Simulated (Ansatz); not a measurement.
# SiGeH₄ (triplet): from Hartree-Fock to the top rungs at distance Ge1–H5 along a hydrogen transfer = 1.763 Å, cc-pVDZ

An exercise on one series of results from a longer session: the logs are not shown, and one member is left open.

The runs use Ansatz 0.2.0, Gaussian basis; cc-pVDZ, core rule «outside noble gas», up to 19 orbitals frozen.

Plan: UHF; CCSD(T) on ROHF; CCSD(T) on UHF; BCCD(T) on ROHF; CISD; CCSDT(Q) on ROHF; CCSDT(Q) on UHF; CASSCF and MRCISD+Q, 4 electrons in 4 orbitals; CASSCF and NEVPT2, 4 electrons in 4 orbitals.

15 further runs of the same task are left out: 13 that didn't finish, 2 set aside as unsound or not needed.

## The geometry

The geometry derives from fragments relaxed apart (PBE0/def2-TZVP) and kept rigid, so it is no stationary point. A hydrogen atom is moved between rigid fragments. No spin-orbit coupling is included. The filled d shell of Ge may be among the frozen orbitals whatever the setting's name suggests; the logs give the count.

6 atoms, charge 0, spin multiplicity 3.

Atoms are counted from 1 here; the program's logs count them from 0.

Bond lengths: Ge1–H2 1.534 Å, Ge1–H3 1.534 Å, Ge1–H4 1.534 Å, Ge1–H5 1.763 Å. Angles: H2–Ge1–H3 109.5°, H2–Ge1–H4 109.5°, H2–Ge1–H5 109.5°, H3–Ge1–H4 109.5°, H3–Ge1–H5 109.5°, H4–Ge1–H5 109.5°.

Geometry (Å):

```
Ge   -1.01374    0.00000    0.00000
H    -1.52519    1.44660    0.00000
H    -1.52519   -0.72330    1.25279
H    -1.52519   -0.72330   -1.25279
H     0.74926    0.00000    0.00000
Si    2.75926    0.00000    0.00000
```

The first run:

in.yaml

```yaml
crystal:
  periodic: [false, false, false]
  atoms:
    - {symbol: Ge, position_ang: [-1.013744, 0.000000, 0.000000]}
    - {symbol: H, position_ang: [-1.525194, 1.446599, 0.000000]}
    - {symbol: H, position_ang: [-1.525194, -0.723300, 1.252792]}
    - {symbol: H, position_ang: [-1.525194, -0.723299, -1.252792]}
    - {symbol: H, position_ang: [0.749256, 0.000000, 0.000000]}
    - {symbol: Si, position_ang: [2.759256, 0.000000, 0.000000]}
basis:
  gaussian: {orbitals: cc-pVDZ}
magnetization: {spin_polarized: true, initial_magnetization: 2}
hamiltonian: {xc: hf}
output: {orbitals: {seedname: orbitals}}
```

Run with:

```console
ansatz run in.yaml --threads 1 --pin off --events-out ev --progress --plain --max-ram 2393MiB
```

Among the steps run: UHF; CCSD(T) on ROHF; CCSD(T) on UHF; BCCD(T) on ROHF; CISD; CCSDT(Q) on ROHF; CCSDT(Q) on UHF; CASSCF and MRCISD+Q, 4 electrons in 4 orbitals; CASSCF and NEVPT2, 4 electrons in 4 orbitals.

One table of the session follows, with a row left open; its other results are not shown here.

| method | from UCCSDT(Q) (kJ/mol) |
| --- | --- |
| ROHF | +584.8 |
| UHF | +573.3 |
| RMP2 | +141.3 |
| UMP2 | +141.2 |
| CISD | +67.2 |
| RCCSD | +16.0 |
| UCCSD | +15.7 |
| RCCSD(T) | +3.6 |
| UCCSD(T) | +3.6 |
| BCCD(T) | +3.5 |
| RCCSDT | +0.5 |
| UCCSDT | +0.5 |
| RCCSDT(Q) | 0.0 |
| UCCSDT(Q) | 0 |
| CASSCF pair | +541.4 |
| MRCISD pair | ? |
| MRCISD+Q pair | +0.9 |

Q: Estimate the row for MRCISD pair from the others.

The run gave: from UCCSDT(Q) (kJ/mol): +58.7. In the column «from UCCSDT(Q) (kJ/mol)» it lies between RCCSD (+16.0) and CISD (+67.2).

Not comparable, so not listed: CASSCF and NEVPT2, 4 electrons in 4 orbitals (they don't share determinant, frozen orbitals or solution with the rows shown, or repeat one).

Caveats from the session: Restricted and unrestricted rows rest on different reference determinants; where their highest levels disagree by more than a few hundredths of an eV, they describe different states and don't form one ladder. Warnings in the runs' records: passed over end.
